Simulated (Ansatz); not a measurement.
# Bi3Mo: the cost of one run

Computed with Ansatz 0.2.0 (DFT PBE, scalar-relativistic, plane waves, PAW, unless a step's input says otherwise).

2 further runs of the same task are left out: 2 that didn't finish.

## Step 1: The starting structure

The structure is cubic, space group Fd-3m (No. 227). The conventional cell has a = 10.261 Å, b = 10.261 Å, c = 10.261 Å, α = 90.00°, β = 90.00°, γ = 90.00°. Bi (site symmetry -3m) has 2 Bi at 2.22 Å as nearest neighbours. Around Bi (site symmetry -43m) lie 4 Bi at 2.22 Å. Around Mo (site symmetry -43m) lie 16 Bi at 4.25 to 4.44 Å and 4 Mo at 4.44 Å.

As a file:

```
Bi Mo
1.0
     0.00000    5.13060    5.13060
     5.13060    0.00000    5.13060
     5.13060    5.13060    0.00000
Bi Mo
6 2
Direct
  0.12500 0.12500 0.12500
  0.12500 0.12500 0.62500
  0.12500 0.62500 0.12500
  0.62500 0.12500 0.12500
  0.00000 0.00000 0.00000
  0.25000 0.25000 0.25000
  0.75000 0.75000 0.75000
  0.50000 0.50000 0.50000
```

A structure generator made this guess: random cell by space group and Wyckoff sites (Fd-3m, No. 227). The dimensions are guesses.

## Step 2: The guess as it stands, on a coarse mesh

input.yaml

```yaml
crystal:
  lattice:
    - [0.0, 5.13060109, 5.13060109]
    - [5.13060109, 0.0, 5.13060109]
    - [5.13060109, 5.13060109, 0.0]
  atoms:
    - { symbol: Bi, position: [0.125, 0.125, 0.125] }
    - { symbol: Bi, position: [0.125, 0.125, 0.625] }
    - { symbol: Bi, position: [0.125, 0.625, 0.125] }
    - { symbol: Bi, position: [0.625, 0.125, 0.125] }
    - { symbol: Bi, position: [0.0, 0.0, 0.0] }
    - { symbol: Bi, position: [0.25, 0.25, 0.25] }
    - { symbol: Mo, position: [0.75, 0.75, 0.75] }
    - { symbol: Mo, position: [0.5, 0.5, 0.5] }
basis:
  ecutwfc: 420
kpoints:
  mp_grid: { grid: [4, 4, 4] }
hamiltonian:
  xc: pbe
scf:
  occupations: { method: gaussian, width: 0.1 }
  lower_state_search: "off"
output:
  forces: true
  stress: true
  eigenvalues: true
```

Started as:

```
$ ansatz run input.yaml --threads 1 --pin off --max-ram 2560MiB --backend cpu --events-out ev --progress --plain --runs-dir out
```

Q: Estimate wall time and peak memory on 1 thread of Arm Neoverse V2, shared host.

About 8.4 s, with a peak of 0.55 GiB.
